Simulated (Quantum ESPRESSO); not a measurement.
A run of Quantum ESPRESSO 7.5 is set up as follows.

Contents of pw.in:

```
&CONTROL
  calculation = 'vc-relax'
  prefix = 'pwscf'
  outdir = './tmp'
  pseudo_dir = './pseudo'
  tprnfor = .true.
  tstress = .true.
  disk_io = 'low'
  nstep = 40
  forc_conv_thr = 0.0004
  etot_conv_thr = 1d-05
/
&SYSTEM
  ibrav = 0
  nat = 3
  ntyp = 2
  ecutwfc = 60
  ecutrho = 480
  nbnd = 20
  input_dft = 'vdw-df2-b86r'
  occupations = 'smearing'
  smearing = 'gaussian'
  degauss = 0.00367493
/
&ELECTRONS
  conv_thr = 6d-10
  electron_maxstep = 120
  mixing_beta = 0.5
/
&IONS
  ion_dynamics = 'bfgs'
/
&CELL
  cell_dynamics = 'bfgs'
  press = 0
  press_conv_thr = 0.3
/
ATOMIC_SPECIES
Sn   118.7100 Sn_pbe_v1.uspp.F.UPF
Se    78.9710 Se_pbe_v1.uspp.F.UPF
CELL_PARAMETERS angstrom
   3.8110000000    0.0000000000    0.0000000000
  -1.9055000000    3.3004228138    0.0000000000
   0.0000000000    0.0000000000    6.1370000000
ATOMIC_POSITIONS crystal
Sn     0.0000000000    0.0000000000    0.0000000000
Se     0.3333333333    0.6666666667    0.2500000000
Se     0.6666666667    0.3333333333    0.7500000000
K_POINTS automatic
8 8 5 0 0 0
```

Potentials or basis: SSSP 1.3 efficiency PBE.

Launch:

```sh
$ OMP_NUM_THREADS=1 pw.x -in pw.in > pw.out
```

Task: What does it give for the relaxed volume?

Result: 26.46 Å³/atom.

Task: What does it give for the band gap on the k mesh?

Result: 0.50 eV, indirect (least direct gap 0.69 eV).

Task: Predict the relaxed cell.

Result: a = 3.869 Å, b = 3.869 Å, c = 6.123 Å, α = 90.00°, β = 90.00°, γ = 120.00°.

Final structure:
```
Sn Se
1.0
     3.86873    0.00000    0.00000
    -1.93436    3.35042    0.00000
     0.00000    0.00000    6.12298
Sn Se
1 2
Direct
  0.00000 0.00000 0.00000
  0.33333 0.66667 0.26112
  0.66667 0.33333 0.73888
```

Caveat: the potentials were made for another functional, which shifts forces and pressure; spin-orbit coupling is left out, which moves the levels of the heavy elements; an odd mesh through Γ misses points on the zone boundary, where band edges often lie.
